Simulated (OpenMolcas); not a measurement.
# GaF (SMILES [F][Ga]): levels of theory compared

Aim: a comparison of 6 runs (B3LYP/def2-TZVPPD, BHLYP/def2-TZVPPD, PBE/def2-TZVPPD, PBE0/def2-TZVPPD, SVWN5/def2-TZVPPD, CCSD(T)/def2-TZVPPD) of GaF. 

Program for the calculation: OpenMolcas 26.06.

1 further run of the same task is left out (set aside as unsound or not needed).

### Step 1. The system as given

GaF: 2 atoms, total charge 0, spin state singlet. SMILES: `[F][Ga]`. The shape is that of a PBE0-D4/def2-TZVP optimisation.

Bond lengths: F1–Ga2 1.787 Å.

### Step 2. Energy and gradient at B3LYP/def2-TZVPPD (run 1)

Contents of struct.xyz:

```xyz
2

F      0.000000     0.000000     0.006300
Ga     0.000000     0.000000     1.792850
```

Contents of run.input:

```
* FGa Kohn-Sham DFT

&gateway
 baslib=$CurrDir
 coord=struct.xyz
 basis=def2-TZVPPD
 group=NoSym

&seward
 gridinput
 Grid=UltraFine
 End of Grid

&scf
 ksdft=B3LYP
 thresholds=1e-10 1e-07 1e-07 1e-05
 prorbitals=1 1

&alaska
```

The basis set def2-TZVPPD is read from a file made from the Basis Set Exchange's data (not shown).

The run is started by

```
export MOLCAS_MEM=1860
pymolcas run.input > run.log
```

The log of the run:

```text
--- Start Module: gateway ---
[...]
--- Stop Module: gateway /rc=_RC_ALL_IS_WELL_ ---
[...]
      Basis functions           94
[...]
--- Start Module: scf ---
[...]
       Convergence after  13 Iterations
[...]
::    Total KS-DFT energy                           -2024.8549735189
[...]
      Total spin, S                                     0.0000000000
[...]
      Total electronic charge=   40.000000
      Total            charge=   -0.000000
[...]
      Dipole Moment (debye):
      Origin of the operator (angstrom)=    0.0000    0.0000    1.4068
                   X=  7.2290E-17               Y= -5.1817E-16               Z=  2.3895E+00           Total=  2.3895E+00
      Quadrupole Moment (debye*angstrom):
[...]
--- Stop Module: scf /rc=_RC_ALL_IS_WELL_ ---
[...]
--- Start Module: alaska ---
[...]
 *              Molecular gradients               *
 **************************************************
  Irreducible representation: a
 ------------------------------------------------------------------------------------------
                              X                       Y                       Z
 ------------------------------------------------------------------------------------------
  F1               -5.43332428236567E-15   -4.35231665439407E-15    6.40609553756732E-03
  GA2               5.43157595341976E-15    4.35144929265609E-15   -6.40609553753890E-03
 ------------------------------------------------------------------------------------------
--- Stop Module: alaska /rc=_RC_ALL_IS_WELL_ ---
[...]
```

Run time: 16 s. Hardware: 1 thread of Arm Neoverse V1, shared host; peak memory 0.52 GiB.

### Step 3. Energy and forces at BHLYP/def2-TZVPPD (run 2)

Contents of test.inp:

```
&gateway
baslib = $CurrDir
coord
2
angstrom
F        0.000000       0.000000       0.006300
Ga       0.000000       0.000000       1.792850
basis = def2-TZVPPD
group = NoSym
&seward
gridinput
Grid=UltraFine
End of Grid
&scf
ksdft = HYB_GGA_XC_BHANDHLYP
thresholds = 1e-10 1e-07 1e-07 1e-05
prorbitals = 1 1
&alaska
```

The basis set def2-TZVPPD is read from a file made from the Basis Set Exchange's data (not shown).

The run is started by

```
export MOLCAS_MEM=1860
pymolcas test.inp > test.log
```

The log of the run:

```text
--- Start Module: gateway ---
[...]
--- Stop Module: gateway /rc=_RC_ALL_IS_WELL_ ---
[...]
      Basis functions           94
[...]
--- Start Module: scf ---
[...]
       Convergence after  14 Iterations
[...]
::    Total KS-DFT energy                           -2024.7397103012
[...]
      Total spin, S                                     0.0000000000
[...]
      Total electronic charge=   40.000000
      Total            charge=   -0.000000
[...]
      Dipole Moment (debye):
      Origin of the operator (angstrom)=    0.0000    0.0000    1.4068
                   X= -2.5812E-15               Y= -3.9322E-16               Z=  2.4672E+00           Total=  2.4672E+00
      Quadrupole Moment (debye*angstrom):
[...]
--- Stop Module: scf /rc=_RC_ALL_IS_WELL_ ---
[...]
--- Start Module: alaska ---
[...]
 *              Molecular gradients               *
 **************************************************
  Irreducible representation: a
 ------------------------------------------------------------------------------------------
                              X                       Y                       Z
 ------------------------------------------------------------------------------------------
  F1               -2.11056828176603E-15   -1.30253786951260E-15   -3.05475026296520E-03
  GA2               2.11066309651494E-15    1.30213108193969E-15    3.05475026291546E-03
 ------------------------------------------------------------------------------------------
--- Stop Module: alaska /rc=_RC_ALL_IS_WELL_ ---
[...]
```

It took 17 s on 1 thread of Arm Neoverse V1, shared host; peak memory 0.52 GiB.

### Step 4. Energy and gradient at PBE/def2-TZVPPD (run 3)

Contents of test.input:

```
>>> EXPORT MOLCAS_PRINT=2
&GATEWAY
BasLib=$CurrDir
Coord
2
bohr
F      0.00000000     0.00000000     0.01190527
Ga     0.00000000     0.00000000     3.38799548
Basis=def2-TZVPPD
Group=NoSym
&SEWARD
GridInput
Grid=UltraFine
End of Grid
&SCF
KSDFT=PBE
Thresholds=1e-10 1e-07 1e-07 1e-05
PrOrbitals=1 2
&ALASKA
```

The basis set def2-TZVPPD is read from a file made from the Basis Set Exchange's data (not shown).

The run is started by

```
export MOLCAS_MEM=1860
pymolcas test.input > test.log
```

The log of the run:

```text
--- Start Module: gateway ---
[...]
--- Stop Module: gateway /rc=_RC_ALL_IS_WELL_ ---
[...]
      Basis functions           94
[...]
--- Start Module: scf ---
[...]
       Convergence after  14 Iterations
[...]
::    Total KS-DFT energy                           -2024.4176207581
[...]
      Total spin, S                                     0.0000000000
[...]
      Total electronic charge=   40.000000
      Total            charge=   -0.000000
[...]
      Dipole Moment (debye):
      Origin of the operator (angstrom)=    0.0000    0.0000    1.4068
                   X= -8.9286E-15               Y= -1.2559E-14               Z=  2.2055E+00           Total=  2.2055E+00
      Quadrupole Moment (debye*angstrom):
[...]
--- Stop Module: scf /rc=_RC_ALL_IS_WELL_ ---
[...]
--- Start Module: alaska ---
[...]
 *              Molecular gradients               *
 **************************************************
  Irreducible representation: a
 ------------------------------------------------------------------------------------------
                              X                       Y                       Z
 ------------------------------------------------------------------------------------------
  F1               -5.75352043244448E-15   -3.06953923482127E-16    1.04168683059100E-02
  GA2               5.76024248591388E-15    3.00015029578213E-16   -1.04168683059243E-02
 ------------------------------------------------------------------------------------------
--- Stop Module: alaska /rc=_RC_ALL_IS_WELL_ ---
[...]
```

Run time: 16 s. Hardware: 1 thread of Arm Neoverse V1, shared host; peak memory 0.52 GiB.

Runs 4 to 5 aren't shown in full; the table further down has their settings and results.

### Step 5. A single-point energy at CCSD(T)/def2-TZVPPD (run 6)

Contents of geom.xyz:

```xyz
2

F      0.000000     0.000000     0.006300
Ga     0.000000     0.000000     1.792850
```

Contents of job.input:

```
&GATEWAY
 BasLib
 $CurrDir
 Coord
 geom.xyz
 Basis
 def2-TZVPPD
 Group
 NoSym

&SEWARD

&SCF
 Thresholds
 1e-10 1e-07 1e-07 1e-05
 PrOrbitals
 1 1

&RASSCF
 FileOrb
 $Project.ScfOrb
 Spin
 1
 Nactel
 0 0 0
 Inactive
 20
 Ras2
 0
 OutOrbitals
 Canonical
 OrbListing
 Few

&MOTRA
 JobIph
 Frozen
 10

&CCSDT
 CCT
 Triples
 2
 Iterations
 80
 Accuracy
 1e-08
 Extrapolation
 5 4
```

The basis set def2-TZVPPD is read from a file made from the Basis Set Exchange's data (not shown).

The run is started by

```
export MOLCAS_MEM=1860
pymolcas job.input > job.log
```

The log of the run:

```text
--- Start Module: gateway ---
[...]
--- Stop Module: gateway /rc=_RC_ALL_IS_WELL_ ---
[...]
      Basis functions           94
[...]
       Convergence after  12 Iterations
[...]
::    Total SCF energy                              -2022.7913201452
[...]
      Total spin, S                                     0.0000000000
[...]
      Number of active orbitals                  0
[...]
      Spin quantum number                      0.0
[...]
      Active orbitals                            0
[...]
      Number of CSFs                             1
[...]
      Number of root(s) required                 1
[...]
      Convergence after  4 iterations
[...]
      Natural orbitals and occupation numbers for root  1
      ************************************************************************************************************************
      *                                                    Final results                                                     *
      ************************************************************************************************************************
[...]
::    RASSCF root number  1 Total energy:  -2022.79132015
[...]
      Total electronic charge=   40.000000
      Total            charge=   -0.000000
[...]
      Dipole Moment (debye):
      Origin of the operator (angstrom)=    0.0000    0.0000    1.4068
                   X=  1.3843E-15               Y= -2.0590E-15               Z=  2.3284E+00           Total=  2.3284E+00
      Quadrupole Moment (debye*angstrom):
[...]
--- Start Module: motra ---
[...]
      *** WARNING: Default frozen orbitals is overwritten by user input.
      *** Default values:  15
[...]
--- Stop Module: motra /rc=_RC_ALL_IS_WELL_ ---
[...]
--- Start Module: ccsdt ---
[...]
      Convergence after                    16  Iterations
      Total energy (diff) :   -2023.24580789      -0.00000000
[...]
 METHOD                       : CCSD+T(CCSD)+<T3(1)WT1> = CCSD(T)
[...]
       CCSD     =     -2023.2458078897037
[...]
--- Stop Module: ccsdt /rc=_RC_ALL_IS_WELL_ ---
[...]
```

Wall time 51 s (1 thread of Arm Neoverse V1, shared host); peak memory 0.52 GiB.

### Step 6. The series

```csv
run,level,task,integration grid,energy (Eh),dipole moment (D) of the reference,HOMO energy (eV),LUMO energy (eV),wall time
1,B3LYP/def2-TZVPPD,gradient,UltraFine,-2024.854974,2.39,-7.76,-1.69,16 s
2,BHLYP/def2-TZVPPD,gradient,UltraFine,-2024.739710,2.47,-8.83,-0.75,17 s
3,PBE/def2-TZVPPD,gradient,UltraFine,-2024.417621,2.21,-6.80,-2.16,16 s
4,PBE0/def2-TZVPPD,gradient,UltraFine,-2024.448617,2.31,-7.85,-1.43,17 s
5,SVWN5/def2-TZVPPD,gradient,UltraFine,-2021.155151,2.27,-7.03,-2.35,13 s
6,CCSD(T)/def2-TZVPPD,energy,–,-2023.262740,2.33,-10.00,1.08,51 s
```

### Step 7. Summary of results

| quantity | value |
| --- | --- |
| run 6: total energy | -2023.26274 Eh |
| run 6: dipole moment (mean-field density) | 2.33 D |
| run 6: HOMO energy (Hartree–Fock orbitals) | -10.00 eV |
| run 6: LUMO energy (Hartree–Fock orbitals) | 1.08 eV |
| run 6: HOMO–LUMO gap (Hartree–Fock orbitals) | 11.08 eV |
| run 6: correlation energy (10 core orbitals frozen) | -471.4 mEh |
| run 6: (T) correction | -16.93 mEh |

Over runs 1, 2, 3, 4, 5 the dipole moment (its size) runs from 2.21 D (PBE/def2-TZVPPD) to 2.47 D (BHLYP/def2-TZVPPD). Over runs 1, 2, 3, 4, 5 the HOMO–LUMO gap runs from 4.64 eV (PBE/def2-TZVPPD) to 8.09 eV (BHLYP/def2-TZVPPD). Totals of different functionals can't be ranked against each other. All runs together took 2.2 min, the longest 51 s.
